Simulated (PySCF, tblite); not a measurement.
**C7H14N2O: geometry, infrared bands and NMR shifts**

What infrared bands and NMR shifts should C7H14N2O (`CCN1C[C@H](OC)C(C)=N1`) show?

The runs use tblite 0.8.0 and PySCF 2.14.0, with density-fitted response routines of our own; the level of theory stands in each step. All values are computed, except where a source is named. Atoms count from 0, in the outputs and in this text.

### Step 1. The molecule as given

24 atoms, charge 0, multiplicity 1; geometry from: force field or distance geometry start.

Bonds of the start (Å): C0–C1 1.53, C1–N2 1.44, N2–C3 1.47, C3–C4 1.53, C4–O5 1.41, O5–C6 1.42, C4–C7 1.51, C7–C8 1.50, C7–N9 1.29, N9–N2 1.36, C0–H10 1.10, C0–H11 1.08, C0–H12 1.10, C1–H13 1.10, C1–H14 1.09, C3–H15 1.10, C3–H16 1.08, C4–H17 1.10, C6–H18 1.09, C6–H19 1.08, C6–H20 1.10, C8–H21 1.10, C8–H22 1.08, C8–H23 1.09.

### Step 2. Optimising the geometry with GFN2-xTB

Job settings and geometry (Å):

```
{"job": {"kind": "relax", "xc": "GFN2-xTB", "basis": "xTB"}, "charge": 0, "multiplicity": 1}
C      3.197600     0.355500     0.543700
C      2.497600    -0.255400    -0.669500
N      1.087200    -0.426700    -0.453800
C      0.117000     0.667200    -0.607900
C     -1.214100     0.025500    -0.193500
O     -1.922300     0.753300     0.790800
C     -2.581900     1.895000     0.258600
C     -0.685300    -1.279100     0.354400
C     -1.603500    -2.260800     1.013900
N      0.571900    -1.517200     0.184100
H      2.790000     1.354900     0.754700
H      4.260800     0.446200     0.366200
H      3.036300    -0.254300     1.449100
H      2.934300    -1.247600    -0.871200
H      2.647400     0.369800    -1.547300
H      0.401800     1.487100     0.070800
H      0.115000     1.001300    -1.636400
H     -1.852900    -0.198400    -1.064400
H     -1.867500     2.595300    -0.172100
H     -3.315900     1.589900    -0.479800
H     -3.107300     2.403400     1.084300
H     -2.040300    -1.800000     1.909700
H     -2.406800    -2.516500     0.335300
H     -1.070600    -3.168800     1.296500
```

Run with:

```bash
OMP_NUM_THREADS=1 python probes_run.py task.json out
```

One launch serves the whole session: the jobs run in the order shown.

**Question.** This job is followed by: GFN2-xTB harmonic vibrations, gas phase; GIAO PBE0/pcSseg-1 NMR shielding, non-relativistic, gas phase. Predict these results of the whole session: strongest single infrared mode (GFN2-xTB); zero-point energy (GFN2-xTB); ¹³C shifts against TMS (PBE0/pcSseg-1); ¹H shifts against TMS (PBE0/pcSseg-1, means over atoms taken as alike); ¹⁵N shifts against NH3 (PBE0/pcSseg-1); ¹⁷O shifts against H2O (PBE0/pcSseg-1).

As calculated:

| quantity | value |
| --- | --- |
| strongest single infrared mode (GFN2-xTB) | 1198 cm⁻¹, 97 km/mol |
| zero-point energy (GFN2-xTB) | 128.4 kcal/mol |
| ¹³C shifts against TMS (PBE0/pcSseg-1) | 145.9, 92.0, 59.3, 55.6, 49.0, 15.4, 9.7 ppm |
| ¹H shifts against TMS (PBE0/pcSseg-1, means over atoms taken as alike) | 4.49, 3.85, 3.48, 3.46, 3.12, 2.95, 2.08, 0.92 ppm |
| ¹⁵N shifts against NH3 (PBE0/pcSseg-1) | 381.9, 143.1 ppm |
| ¹⁷O shifts against H2O (PBE0/pcSseg-1) | 52.4 ppm |

In words: Over 106 steps the energy fell by 0.206 eV; of the close pairs, C7–N9 changed most, 1.291 to 1.272 Å. No mode is imaginary among the 66: a minimum at this level. The strongest single mode, at 1198 cm⁻¹, is spread over many atoms; the largest shares are those of N2, H16. Unscaled tight-binding wavenumbers are off by several per cent, some by more. Its intensities can rank the bands wrongly. H17 (hydrogen on an sp3 CH bonded to O) lies farthest downfield among hydrogen, at 4.49 ppm; its carbon carries O, which withdraws density. At PBE0/pcSseg-1: The widest tensor belongs to N9: span 513 ppm, with a paramagnetic part of -442 ppm.
